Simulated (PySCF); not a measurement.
# C19H16BrOP: NMR shifts

What do calculations give for the NMR shifts of C19H16BrOP (`O=P(Cc1ccc(Br)cc1)(c1ccccc1)c1ccccc1`)?

Computed with PySCF 2.14.0 and routines of our own; the level stands in each step. Atoms count from 0.

## 1. The starting structure

38 atoms, charge 0, multiplicity 1; geometry from: GFN2-xTB.

## 2. NMR shifts: GIAO KT3/pcSseg-1

What the job is given:

```
{"job": {"kind": "nmr", "xc": "KT3", "basis": "pcSseg-1", "pop": false}, "charge": 0, "multiplicity": 1}
O      1.394960     0.350234    -2.947832
P      0.712098     0.185923    -1.658750
C     -1.047515    -0.344884    -1.930467
C     -1.829274    -0.602430    -0.693278
C     -2.339766     0.457238     0.050969
C     -3.026586     0.231027     1.228834
C     -3.209156    -1.070363     1.664495
Br    -4.151625    -1.391814     3.290432
C     -2.721589    -2.142185     0.937118
C     -2.032520    -1.901649    -0.237261
C      1.450405    -1.082722    -0.588960
C      2.530408    -1.782310    -1.108301
C      3.141580    -2.771774    -0.358962
C      2.669078    -3.065210     0.909604
C      1.591003    -2.365960     1.430171
C      0.980471    -1.372585     0.686885
C      0.653658     1.735916    -0.695241
C      0.055402     2.824295    -1.318233
C      0.031729     4.057487    -0.694063
C      0.616541     4.210166     0.553374
C      1.232452     3.132144     1.165647
C      1.255801     1.895380     0.543012
H     -0.959902    -1.240768    -2.552310
H     -1.492572     0.448721    -2.538316
H     -2.192598     1.471855    -0.289734
H     -3.417335     1.057127     1.802494
H     -2.878061    -3.151499     1.284942
H     -1.640431    -2.735506    -0.801481
H      2.876159    -1.531212    -2.100779
H      3.985787    -3.311258    -0.761732
H      3.141369    -3.838701     1.497102
H      1.227698    -2.592747     2.421698
H      0.145801    -0.823149     1.096579
H     -0.375492     2.696614    -2.302381
H     -0.436490     4.901481    -1.178868
H      0.601299     5.172619     1.043074
H      1.701626     3.254840     2.130731
H      1.749384     1.060049     1.017772
```

Level: GIAO KT3/pcSseg-1 NMR shielding, non-relativistic, gas phase.

Launch:

```
OMP_NUM_THREADS=2 python large_run.py task.json out
```

The driver reads the jobs from task.json and runs them one after another.

What it wrote:

```text
start: PBE on a coarse grid of 142245 points
cycle   1  E = -3722.1229256840  dE =  2.419e+00  |g| = 1.459e+00  |ddm| = 6.837e+00
cycle   2  E = -3719.7632324731  dE =  2.360e+00  |g| = 3.258e+00  |ddm| = 6.778e+00
cycle   3  E = -3722.2391420476  dE = -2.476e+00  |g| = 1.033e+00  |ddm| = 6.517e+00
cycle   4  E = -3722.4727182631  dE = -2.336e-01  |g| = 2.271e-01  |ddm| = 1.550e+00
cycle   5  E = -3722.4684030829  dE =  4.315e-03  |g| = 2.519e-01  |ddm| = 6.156e-01
cycle   6  E = -3722.4858680415  dE = -1.746e-02  |g| = 7.629e-02  |ddm| = 3.569e-01
cycle   7  E = -3722.4872594658  dE = -1.391e-03  |g| = 2.787e-02  |ddm| = 1.095e-01
cycle   8  E = -3722.4874505642  dE = -1.911e-04  |g| = 1.143e-02  |ddm| = 4.030e-02
cycle   9  E = -3722.4874798636  dE = -2.930e-05  |g| = 5.197e-03  |ddm| = 1.693e-02
final grid: 297724 points
cycle  10  E = -3748.9256045544  dE = -5.433e-02  |g| = 4.518e-01  |ddm| = 1.191e+00
cycle  11  E = -3748.9079134915  dE =  1.769e-02  |g| = 5.009e-01  |ddm| = 7.589e-01
cycle  12  E = -3748.9253769493  dE = -1.746e-02  |g| = 2.415e-01  |ddm| = 8.200e-01
cycle  13  E = -3748.9371594311  dE = -1.178e-02  |g| = 2.565e-02  |ddm| = 3.323e-01
cycle  14  E = -3748.9372122019  dE = -5.277e-05  |g| = 1.873e-02  |ddm| = 5.352e-02
cycle  15  E = -3748.9373075524  dE = -9.535e-05  |g| = 3.447e-03  |ddm| = 2.465e-02
cycle  16  E = -3748.9373134540  dE = -5.902e-06  |g| = 1.786e-03  |ddm| = 6.874e-03
cycle  17  E = -3748.9373125349  dE =  9.191e-07  |g| = 6.040e-04  |ddm| = 2.444e-03
cycle  18  E = -3748.9373172222  dE = -4.687e-06  |g| = 1.938e-04  |ddm| = 8.452e-04
cycle  19  E = -3748.9373141951  dE =  3.027e-06  |g| = 4.223e-05  |ddm| = 3.144e-04
converged SCF energy = -3748.9373141951

GIAO shielding tensors (ppm)
atom      isotropic    diamagn.    paramagn.     s11        s22        s33       span
  0 O      214.243     391.516    -177.273    100.996    252.158    289.574    188.577
  1 P      332.220     969.279    -637.059    250.666    264.625    481.367    230.701
  2 C      138.274     257.947    -119.673    117.186    133.876    163.761     46.575
  3 C       59.254     263.323    -204.069    -30.133     32.058    175.838    205.971
  4 C       59.795     253.592    -193.797    -32.860     50.636    161.609    194.470
  5 C       59.172     249.917    -190.745    -32.116     59.929    149.702    181.818
  6 C       52.638     257.485    -204.847    -26.401     67.133    117.182    143.583
  7 Br    1948.075    3125.759   -1177.684   1446.114   1502.851   2895.259   1449.145
  8 C       58.674     248.944    -190.270    -31.884     58.268    149.638    181.521
  9 C       57.674     251.524    -193.850    -37.262     54.840    155.444    192.706
 10 C       62.795     270.911    -208.117    -21.512     43.988    165.908    187.420
 11 C       57.680     244.795    -187.115    -47.986     38.153    182.874    230.860
 12 C       61.861     252.817    -190.956    -38.686     50.551    173.719    212.406
 13 C       59.880     252.725    -192.845    -40.907     47.337    173.208    214.116
 14 C       65.557     253.563    -188.005    -32.409     54.991    174.089    206.498
 15 C       58.003     257.568    -199.564    -37.406     37.178    174.238    211.645
 16 C       55.771     270.971    -215.199    -24.956     22.215    170.055    195.011
 17 C       59.284     249.876    -190.592    -43.583     43.728    177.707    221.290
 18 C       62.115     252.263    -190.148    -38.128     50.808    173.666    211.795
 19 C       60.292     252.280    -191.987    -39.342     46.865    173.354    212.696
 20 C       63.285     252.457    -189.172    -35.528     51.917    173.467    208.996
 21 C       59.996     253.445    -193.449    -38.929     42.819    176.098    215.026
 22 H       28.613      34.233      -5.620     25.756     27.895     32.188      6.433
 23 H       27.766      34.244      -6.477     25.549     26.131     31.619      6.069
 24 H       25.291      36.962     -11.671     21.029     24.124     30.721      9.692
 25 H       24.836      32.118      -7.281     19.658     23.816     31.035     11.378
 26 H       24.562      30.962      -6.399     20.065     24.353     29.270      9.204
 27 H       25.201      34.936      -9.734     22.286     23.870     29.449      7.163
 28 H       23.498      34.125     -10.627     18.496     22.166     29.834     11.338
 29 H       24.124      28.711      -4.587     20.437     25.107     26.829      6.392
 30 H       24.301      29.199      -4.899     20.768     25.239     26.896      6.128
 31 H       24.736      34.085      -9.348     20.771     24.459     28.978      8.207
 32 H       26.184      39.962     -13.778     20.706     26.950     30.897     10.192
 33 H       23.555      34.460     -10.905     19.684     21.606     29.375      9.691
 34 H       24.108      29.268      -5.161     20.709     24.542     27.071      6.362
 35 H       24.288      28.589      -4.301     21.059     25.572     26.234      5.174
 36 H       24.605      31.904      -7.299     20.926     24.791     28.099      7.173
 37 H       24.739      37.028     -12.290     19.579     22.561     32.076     12.497
```

Run time: 67 s. Hardware: 2 threads of AMD EPYC 7R43, shared host; peak memory 1.3 GiB.

The references, computed at this level on geometries of the same kind, shield at (ppm): 1H TMS 31.76, 13C TMS 184.7, 17O H2O 330.8, 31P PH3 612.2. Their shielding less the atom's gives the shift. The references are single molecules in the gas phase, so shifts against H2O, NH3, PH3, H3PO4 or CFCl3 are not on the usual liquid scales and can be off by tens of ppm. Atoms listed in one row are averaged.

| atoms | environment | σ (ppm) | δ (ppm) |
| --- | --- | --- | --- |
| C6 | aromatic carbon bearing bromine | 52.6 | 132.1 |
| C4, C9 | aromatic CH | 58.7 | 126.0 |
| C11, C15, C17, C21 | aromatic CH | 58.7 | 126.0 |
| C5, C8 | aromatic CH | 58.9 | 125.8 |
| C3 | substituted aromatic carbon | 59.3 | 125.5 |
| C10, C16 | substituted aromatic carbon | 59.3 | 125.4 |
| C13, C19 | aromatic CH | 60.1 | 124.6 |
| C12, C14, C18, C20 | aromatic CH | 63.2 | 121.5 |
| C2 | sp3 CH2 bonded to P, on an aromatic ring | 138.3 | 46.4 |
| H30, H35 | hydrogen on an aromatic CH | 24.29 | 7.47 |
| H29, H31, H34, H36 | hydrogen on an aromatic CH | 24.39 | 7.37 |
| H28, H32, H33, H37 | hydrogen on an aromatic CH | 24.49 | 7.27 |
| H25, H26 | hydrogen on an aromatic CH | 24.70 | 7.06 |
| H24, H27 | hydrogen on an aromatic CH | 25.25 | 6.51 |
| H22, H23 | hydrogen on an sp3 CH2 bonded to P, on an aromatic ring | 28.19 | 3.57 |
| O0 | P=O oxygen | 214.2 | 116.5 |
| P1 | phosphorus bonded to 3 C, O | 332.2 | 280.0 |
| Br7 | bromine bonded to C | 1948 | – |

Ring of atoms C3, C4, C5, C6, C8, C9: NICS(0) -8.8, NICS(1) -10.2, NICS(1)zz -25.8 ppm (means of both faces).

Ring of atoms C10, C11, C12, C13, C14, C15: NICS(0) -8.4, NICS(1) -10.9, NICS(1)zz -27.9 ppm (means of both faces).

## 3. Summary of results

```
                                                              quantity                                                             value
13C shifts against TMS (KT3/pcSseg-1, means over atoms taken as alike)  132.1, 126.0, 126.0, 125.8, 125.5, 125.4, 124.6, 121.5, 46.4 ppm
 1H shifts against TMS (KT3/pcSseg-1, means over atoms taken as alike)                            7.47, 7.37, 7.27, 7.06, 6.51, 3.57 ppm
                                 17O shifts against H2O (KT3/pcSseg-1)                                                         116.5 ppm
                                 31P shifts against PH3 (KT3/pcSseg-1)                                                         280.0 ppm
                                       shieldings of Br (KT3/pcSseg-1)                                                    Br7 1948.1 ppm
```

What this shows: C6 stands next to heavy halogen, whose spin-orbit shielding this run leaves out, so the computed shift lies too far downfield, most of all for carbon beside Br or I. At KT3/pcSseg-1: The widest tensor belongs to Br7: span 1449 ppm, with a paramagnetic part of -1178 ppm. NICS(1)zz of -26 ppm above the planar ring from C3 marks a diatropic (aromatic) ring current. NICS(1)zz of -28 ppm above the planar ring from C10 marks a diatropic (aromatic) ring current.
